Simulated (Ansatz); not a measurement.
**B2GeH (sextet): wave-function methods side by side, cc-pVTZ**

Aim: climb from Hartree-Fock through coupled cluster for B2GeH (sextet) at one geometry and basis, and see what each rung misses.

Method: cc-pVTZ, core rule «outside noble gas», up to 16 orbitals frozen; program: Ansatz 0.2.0, Gaussian basis.

The runs, in order: UHF; CCSD(T) on ROHF; CCSD(T) on UHF; BCCD(T) on ROHF; CCSDT(Q) on ROHF; CCSDT(Q) on UHF.

4 further runs of the same task are left out: 1 that didn't finish, 3 set aside as unsound or not needed.

## Step 1: What is computed

The geometry is a PBE0/def2-TZVP stationary point (not a proven minimum) of the parent state, kept for this charge and spin. No spin-orbit coupling is included. The filled d shell of Ge may be among the frozen orbitals whatever the setting's name suggests; the logs give the count.

4 atoms, charge 0, spin multiplicity 6.

Atoms are counted from 1 here; the program's logs count them from 0.

Bond lengths: B1–Ge2 2.121 Å, B1–B3 1.683 Å, Ge2–B3 2.022 Å, B3–H4 1.189 Å. Angles: Ge2–B1–B3 63.0°, B1–Ge2–B3 47.9°, B1–B3–Ge2 69.2°, B1–B3–H4 135.9°, Ge2–B3–H4 150.2°.

## Step 2: UHF

File in.yaml:

```yaml
crystal:
  periodic: [false, false, false]
  atoms:
    - {symbol: B, position_ang: [0.013443, -1.059555, -1.355486]}
    - {symbol: Ge, position_ang: [0.004178, 0.046165, 0.454861]}
    - {symbol: B, position_ang: [-0.057533, 0.617024, -1.483527]}
    - {symbol: H, position_ang: [0.171821, 1.419494, -2.330052]}
basis:
  gaussian: {orbitals: cc-pVTZ}
magnetization: {spin_polarized: true, initial_magnetization: 5}
hamiltonian: {xc: hf}
output: {orbitals: {seedname: orbitals}}
```

Command:

```console
$ ansatz run in.yaml --threads 1 --pin off --events-out ev --progress --plain --max-ram 4096MiB --backend cpu
```

Further steps of the session: CCSD(T) on ROHF; CCSD(T) on UHF; BCCD(T) on ROHF; CCSDT(Q) on ROHF; CCSDT(Q) on UHF.

**Question.** What will the summary of the whole plan be? Wanted: UCCSDT(Q) below the RHF energy; RMP2 from UCCSDT(Q); UMP2 from UCCSDT(Q); RCCSD from UCCSDT(Q); RCCSD(T) from UCCSDT(Q); UCCSD(T) from UCCSDT(Q); RCCSDT(Q) from UCCSDT(Q); T1 diagnostic.

**Answer**, as computed:

```
                         quantity                      value
   UCCSDT(Q) below the RHF energy                 -7.0577 eV
              RMP2 from UCCSDT(Q)                +1301.1 meV
              UMP2 from UCCSDT(Q)                +1327.0 meV
             RCCSD from UCCSDT(Q)                 +444.8 meV
          RCCSD(T) from UCCSDT(Q)                  +90.2 meV
          UCCSD(T) from UCCSDT(Q)                  +75.2 meV
         RCCSDT(Q) from UCCSDT(Q)                  +16.9 meV
levels within 1 kcal/mol (43 meV)  RCCSDT, UCCSDT, RCCSDT(Q)
                    T1 diagnostic                      0.040
```

In words: RCCSD(T) lands +90.2 meV from the yardstick (1.3 % of the correlation energy). These misses are within one basis, not against nature; the frozen cores of restricted and unrestricted runs differ, which can shift their rows.
